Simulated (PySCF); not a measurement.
# C₅H₅NO₂Si: magnetic properties

What do calculations give for the magnetic properties of C₅H₅NO₂Si (`N#CC1=COC(=O)[SiH2]C1`)?

Computed with PySCF 2.14.0 and routines of our own; the level stands in each step. Atoms count from 0.

### 1 The system as given

14 atoms, charge 0, multiplicity 1; geometry from: GFN2-xTB.

### 2 Magnetic properties: GIAO KT3/pcSseg-1

What the job is given:

```
{"job": {"kind": "mag", "xc": "KT3", "basis": "pcSseg-1", "isotopologues": 0}, "charge": 0, "multiplicity": 1}
N      3.586977     0.249391    -0.570004
C      2.446882     0.301666    -0.458786
C      1.042205     0.294157    -0.313684
C      0.422987     1.466913    -0.118198
O     -0.896274     1.724280     0.032045
C     -1.824106     0.764854     0.319436
O     -2.973235     1.107779     0.395296
Si    -1.228629    -1.039817     0.613534
C      0.376936    -1.051485    -0.409144
H      0.987733     2.391269    -0.097623
H     -0.945953    -1.177643     2.043149
H     -2.237694    -1.953221     0.096639
H      0.164708    -1.253478    -1.464543
H      1.076786    -1.825139    -0.090283
```

Method: GIAO KT3/pcSseg-1 magnetisability, rotational g tensor and spin-rotation constants, non-relativistic, gas phase.

Command:

```bash
OMP_NUM_THREADS=1 python excited_run.py task.json out
```

One launch serves the whole session: the jobs run in the order shown.

The program printed:

```text
coarse grid: 13392 points
cycle   1  E = -696.0914438132  dE =  1.507e+00  |g| = 1.089e+00  |ddm| = 3.798e+00
cycle   2  E = -694.3687755559  dE =  1.723e+00  |g| = 2.888e+00  |ddm| = 3.749e+00
cycle   3  E = -696.2467590375  dE = -1.878e+00  |g| = 5.987e-01  |ddm| = 3.292e+00
cycle   4  E = -696.3185933611  dE = -7.183e-02  |g| = 2.510e-01  |ddm| = 6.836e-01
cycle   5  E = -696.3287476722  dE = -1.015e-02  |g| = 9.758e-02  |ddm| = 2.581e-01
cycle   6  E = -696.3306301475  dE = -1.882e-03  |g| = 4.318e-02  |ddm| = 1.350e-01
cycle   7  E = -696.3310938945  dE = -4.637e-04  |g| = 1.417e-02  |ddm| = 5.003e-02
cycle   8  E = -696.3311427343  dE = -4.884e-05  |g| = 4.554e-03  |ddm| = 1.531e-02
cycle   9  E = -696.3311462930  dE = -3.559e-06  |g| = 2.717e-03  |ddm| = 5.921e-03
final grid: 128240 points
cycle  10  E = -696.4114669726  dE = -2.335e-04  |g| = 2.406e-02  |ddm| = 7.004e-02
cycle  11  E = -696.4110785596  dE =  3.884e-04  |g| = 4.956e-02  |ddm| = 5.156e-02
cycle  12  E = -696.4115342422  dE = -4.557e-04  |g| = 1.165e-02  |ddm| = 4.015e-02
cycle  13  E = -696.4115594661  dE = -2.522e-05  |g| = 4.051e-03  |ddm| = 1.101e-02
cycle  14  E = -696.4115624092  dE = -2.943e-06  |g| = 9.549e-04  |ddm| = 3.605e-03
cycle  15  E = -696.4115626195  dE = -2.102e-07  |g| = 3.392e-04  |ddm| = 1.117e-03
cycle  16  E = -696.4115626466  dE = -2.719e-08  |g| = 8.890e-05  |ddm| = 3.691e-04
cycle  17  E = -696.4115626474  dE = -7.922e-10  |g| = 6.486e-05  |ddm| = 1.026e-04
cycle  18  E = -696.4115626484  dE = -9.559e-10  |g| = 1.597e-05  |ddm| = 6.710e-05
converged SCF energy = -696.4115626484

Magnetisability tensor (1e-30 J/T^2)
    -1062.13       -5.93       -2.16
       -5.93    -1052.15      -24.31
       -2.16      -24.31    -1140.43
isotropic -1084.90   principal values   -1146.83  -1063.51  -1044.36
isotropic susceptibility -65.334 1e-6 cm^3/mol

Inertial axes            a          b          c
rot. const./GHz      3.0911     0.9332     0.7384
chi total           -64.078    -63.126    -68.799
chi diamagnetic    -495.840  -1303.282  -1630.840
chi paramagnetic    431.762   1240.156   1562.041
quadrupole/D A      -29.004     16.980     12.024
g nuclear            0.5776     0.5165     0.5233
g electronic        -0.6270    -0.5437    -0.5419
g total             -0.0494    -0.0272    -0.0186

Spin-rotation constants (kHz, H = +C I.J)
atom  isotope        aa         bb         cc
  0    14N        0.164      0.193      0.156
  9     1H       -0.149      0.042     -0.076
 10     1H       -0.316     -0.079      0.028
 11     1H       -0.176     -0.032     -0.045
 12     1H       -0.318     -0.107      0.021
 13     1H       -0.168     -0.028     -0.082
  1    13C*       0.032      0.393      0.316
  2    13C*       1.166      0.220      0.101
  3    13C*       1.387      0.326      0.170
  4    17O*      -1.542     -0.267     -0.106
  5    13C*       1.157      0.438      0.191
  6    17O*      -2.558     -0.503     -0.090
  7   29Si*      -1.497     -0.536     -0.380
  8    13C*       0.477      0.118      0.102
* in the singly substituted isotopologue
```

It took 52 s on 1 thread of Arm Neoverse V1, shared host; peak memory 0.69 GiB.

From this job:

| quantity | value |
| --- | --- |
| magnetisability | -1085·10⁻³⁰ J/T² |
| molar susceptibility | -65.3·10⁻⁶ cm³/mol |
| rotational g (a, b, c) | -0.0494, -0.0272, -0.0186 |

Orbitals, density, ELF and potential are computed afterwards from the orbital file.

Frontier orbitals at KT3/pcSseg-1, with the share of their density that lies nearest to each atom:

| orbital | energy (eV) | lies on |
| --- | --- | --- |
| HOMO | -6.65 | C2 23 %; C3 17 %; N0 17 % |
| LUMO | -2.83 | C5 26 %; O6 20 %; C3 15 % |

ELF in a plane through or near 9 of the atoms.

Ten even steps from ' ' (0.00) to '@' (1.00):
```
                                                        
                                                        
                                                        
                  --##**    ..--..                      
                ..@@@@@@++  **%%**    ====::            
                  @@@@@@%%::%%@@##  ..####++::          
                  ==@@@@--==##++##--**##%%%%==..        
        ..::::--..  --====::######..++##%%%%++..        
      ==****++##**++==##@@**  ..**======****==          
    ..##%%%%##%%..%%++--====  ::%%@@%%..  ::..          
    --%%@@==--%%::####==%%**++==....::::                
    ::%%@@%%**%%##++--**%%++@@==**##..**==..            
      ++####**====  ..**##++%%##....==@@@@##..          
      ..------::..  ++@@@@@@****--++@@@@@@%%::          
                    %%@@@@@@......--%%@@@@**            
                    **@@@@##      ..--**++..            
                        ..                              
                                                        
                                                        
                                                        
```
The map spans 12.4 Å across and 9.6 Å up, centred on the molecule. Atoms in the plane (x, y in Å): N0 (-3.6, -0.3), C1 (-2.5, -0.1), C2 (-1.1, 0.1), C3 (-0.6, 1.4), O4 (0.6, 1.8), C5 (1.7, 1.0), Si7 (1.5, -0.8), H9 (-1.3, 2.2), H13 (-0.8, -2.0).

log10 of the density (e/Å³) in the same plane.

Ten even steps from '0' (-4.0) to '9' (1.8):
```
0000000000000000000000000000
0000000000000000000000000000
0000000001221122210100000000
0000000013333334332222100000
0000000124555455544444310000
0000001235676677655665421000
0001223335677778766776431000
0012334445679777777776531000
0124455666677655677665431000
0134667777787655666544320000
0235678787777666666543210000
0135677766666666896543210000
0124555554567766676654210000
0013344444567665556654210000
0001222223456544445543210000
0000001112344433333332100000
0000000001223222222211000000
0000000000011110011100000000
0000000000000000000000000000
0000000000000000000000000000
```
The map spans 12.4 Å across and 9.6 Å up, centred on the molecule. Atoms in the plane (x, y in Å): N0 (-3.6, -0.3), C1 (-2.5, -0.1), C2 (-1.1, 0.1), C3 (-0.6, 1.4), O4 (0.6, 1.8), C5 (1.7, 1.0), Si7 (1.5, -0.8), H9 (-1.3, 2.2), H13 (-0.8, -2.0).

On the surface of density 0.002 e/bohr³ the electrostatic potential runs, from the 1st to the 99th percentile, from -1.57 V near N0 to 1.79 V near H11.

### 3 Magnetic properties: GIAO LDA/def2-SVP, grid 4

Settings changed since step 2:

```diff
@@ -1,2 +1,2 @@
-{"job": {"kind": "mag", "xc": "KT3", "basis": "pcSseg-1", "isotopologues": 0}, "charge": 0, "multiplicity": 1}
+{"job": {"kind": "mag", "xc": "LDA", "basis": "def2-SVP", "grid": 4, "scf": {"aux": "def2-qzvpp-jkfit"}}, "charge": 0, "multiplicity": 1}
 N      3.586977     0.249391    -0.570004
```

With the program's defaults for keys left out, this is: GIAO LDA/def2-SVP magnetisability, rotational g tensor and spin-rotation constants, non-relativistic, gas phase.

The program printed:

```text
final grid: 334896 points
cycle   1  E = -683.1852132432  dE =  1.399e+00  |g| = 1.003e+00  |ddm| = 4.567e+00
cycle   2  E = -681.5356725766  dE =  1.650e+00  |g| = 2.832e+00  |ddm| = 4.027e+00
cycle   3  E = -683.3172092118  dE = -1.782e+00  |g| = 5.934e-01  |ddm| = 3.546e+00
cycle   4  E = -683.3882426678  dE = -7.103e-02  |g| = 2.268e-01  |ddm| = 7.236e-01
cycle   5  E = -683.3964066881  dE = -8.164e-03  |g| = 9.735e-02  |ddm| = 2.655e-01
cycle   6  E = -683.3982533247  dE = -1.847e-03  |g| = 4.116e-02  |ddm| = 1.399e-01
cycle   7  E = -683.3986702516  dE = -4.169e-04  |g| = 1.383e-02  |ddm| = 5.468e-02
cycle   8  E = -683.3987188742  dE = -4.862e-05  |g| = 4.422e-03  |ddm| = 1.765e-02
cycle   9  E = -683.3987220157  dE = -3.142e-06  |g| = 2.843e-03  |ddm| = 5.853e-03
cycle  10  E = -683.3987236753  dE = -1.660e-06  |g| = 7.782e-04  |ddm| = 2.709e-03
cycle  11  E = -683.3987238099  dE = -1.346e-07  |g| = 2.722e-04  |ddm| = 1.077e-03
cycle  12  E = -683.3987238290  dE = -1.914e-08  |g| = 4.123e-05  |ddm| = 3.936e-04
cycle  13  E = -683.3987238294  dE = -4.065e-10  |g| = 2.044e-05  |ddm| = 7.646e-05
converged SCF energy = -683.3987238294

Magnetisability tensor (1e-30 J/T^2)
    -1059.51      -10.34       -6.01
      -10.34    -1065.12      -24.14
       -6.01      -24.14    -1177.80
isotropic -1100.81   principal values   -1183.27  -1068.50  -1050.65
isotropic susceptibility -66.292 1e-6 cm^3/mol

Inertial axes            a          b          c
rot. const./GHz      3.0911     0.9332     0.7384
chi total           -63.898    -63.939    -71.040
chi diamagnetic    -495.758  -1302.413  -1630.326
chi paramagnetic    431.860   1238.474   1559.286
quadrupole/D A      -28.314     16.333     11.981
g nuclear            0.5776     0.5165     0.5233
g electronic        -0.6271    -0.5430    -0.5409
g total             -0.0495    -0.0265    -0.0176

Spin-rotation constants (kHz, H = +C I.J)
atom  isotope        aa         bb         cc
  0    14N        0.161      0.193      0.154
  9     1H       -0.157      0.040     -0.077
 10     1H       -0.319     -0.080      0.028
 11     1H       -0.182     -0.032     -0.046
 12     1H       -0.329     -0.109      0.018
 13     1H       -0.180     -0.029     -0.083
  1    13C*       0.038      0.374      0.301
  2    13C*       1.142      0.217      0.086
  3    13C*       1.377      0.314      0.154
  4    17O*      -1.540     -0.260     -0.087
  5    13C*       1.182      0.424      0.179
  6    17O*      -2.674     -0.497     -0.067
  7   29Si*      -1.379     -0.497     -0.354
  8    13C*       0.416      0.102      0.085
* in the singly substituted isotopologue
```

Run time: 30 s. Hardware: 1 thread of Arm Neoverse V1, shared host; peak memory 0.57 GiB.

Key values:

| quantity | value |
| --- | --- |
| magnetisability | -1101·10⁻³⁰ J/T² |
| molar susceptibility | -66.3·10⁻⁶ cm³/mol |
| rotational g (a, b, c) | -0.0495, -0.0265, -0.0176 |

### 4 The levels compared

| level | ξ (10⁻³⁰ J/T²) | g(a) | g(b) | gap (eV) | functions | time |
| --- | --- | --- | --- | --- | --- | --- |
| GIAO KT3/pcSseg-1 | -1085 | -0.0494 | -0.0272 | 3.82 | 185 | 52 s |
| GIAO LDA/def2-SVP, grid 4 | -1101 | -0.0495 | -0.0265 | 3.62 | 155 | 30 s |

### 5 Results

| quantity | value |
| --- | --- |
| magnetisability (step 2, GIAO KT3/pcSseg-1) | -1085·10⁻³⁰ J/T² |
| molar susceptibility (step 2, GIAO KT3/pcSseg-1) | -65.3·10⁻⁶ cm³/mol |
| rotational g (a, b, c) (step 2, GIAO KT3/pcSseg-1) | -0.0494, -0.0272, -0.0186 |
| surface potential, 1st and 99th percentile | -1.57 V and 1.79 V |
| magnetisability over the levels | -1101 to -1085·10⁻³⁰ J/T² |

What this shows: At KT3/pcSseg-1, counted by nearest atom on the grid, the HOMO lies on C2 23 %; C3 17 %, the LUMO on C5 26 %; O6 20 %. The magnetisability spreads by 1.5 % over 2 levels, from GIAO LDA/def2-SVP, grid 4 (30 s) to GIAO KT3/pcSseg-1 (52 s); the runs took 30 s to 52 s. Two levels can agree by chance, so this spread shows no convergence. Vibrational averaging and real surroundings are missing from these values.
